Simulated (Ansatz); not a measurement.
# AlGa2P3: the cell at several levels of theory

Aim: relax AlGa2P3, ordered on the zincblende lattice (Imm2) with 6 atoms a cell with PBE and r2SCAN and see how far the functionals disagree on the cell. This is a trial cell built on a prototype, not taken from a measured structure, and it needn't be the compound's ground state.

Code: Ansatz 0.2.0. PAW datasets, plane waves, zero pressure. All values are calculated for a non-magnetic cell, which may be hypothetical.

## Step 1: The cell

This is the cell as the run starts from it, not yet at rest; its lengths are not the crystal's.

Space group Imm2 (No. 44), orthorhombic; conventional cell a = 3.668 Å, b = 11.005 Å, c = 5.188 Å, 17.45 Å³ an atom. Near Al stand 4 P at 2.25 Å; near P stand 2 Al at 2.25 Å and 2 Ga at 2.25 Å; near Ga stand 4 P at 2.25 Å; near P stand 3 Ga at 2.25 Å and 1 Al at 2.25 Å.

Coordinates:

```
CELL_PARAMETERS angstrom
-1.83423 5.50270 2.59400
1.83423 -5.50270 2.59400
1.83423 5.50270 -2.59400
ATOMIC_POSITIONS crystal
Al 0.00000 0.00000 0.00000
P 0.75000 0.25000 0.50000
Ga 0.66667 0.00000 0.66667
P 0.41667 0.25000 0.16667
Ga 0.33333 0.00000 0.33333
P 0.08333 0.25000 0.83333
```

## Step 2: Relaxing with PBE

File input.yaml:

```yaml
crystal:
  lattice:
    - [-1.8342323525, 5.5026970575, 2.5939962695]
    - [1.8342323525, -5.5026970575, 2.5939962695]
    - [1.8342323525, 5.5026970575, -2.5939962695]
  atoms:
    - { symbol: Al, position: [0.0, 0.0, 0.0] }
    - { symbol: P, position: [0.75, 0.25, 0.5] }
    - { symbol: Ga, position: [0.6666666667, 0.0, 0.6666666667] }
    - { symbol: P, position: [0.4166666667, 0.25, 0.1666666667] }
    - { symbol: Ga, position: [0.3333333333, 0.0, 0.3333333333] }
    - { symbol: P, position: [0.0833333333, 0.25, 0.8333333333] }
kpoints:
  mp_grid: { grid: [8, 8, 8] }
hamiltonian:
  xc: pbe
scf:
  occupations: { method: fermi_dirac, width: 0.02 }
relax:
  f_tol: 0.005
  cell: {}
```

Started as:

```console
> ansatz run input.yaml --threads 2 --pin off --max-ram 20275MiB --backend cpu --events-out ev --progress --plain --runs-dir out
```

The runs that follow: Relaxing with r2SCAN.

What does the calculation give? Wanted: for each run, a; b; c; volume; space group; SCF geometries.

As calculated:

| level | a (Å) | b (Å) | c (Å) | volume (Å³/atom) | space group | SCF geometries |
| --- | --- | --- | --- | --- | --- | --- |
| PBE | 3.896 | 11.684 | 5.505 | 20.881 | Imm2 | 8 |
| r2SCAN | 3.862 | 11.586 | 5.460 | 20.360 | Imm2 | 4 |

In words: From the start to the first minimum the volume moved by +19.6 %. The volume runs from r2SCAN (least) to PBE (most), a spread of 2.6 %, or 0.8 % in length if all axes shared it alike.
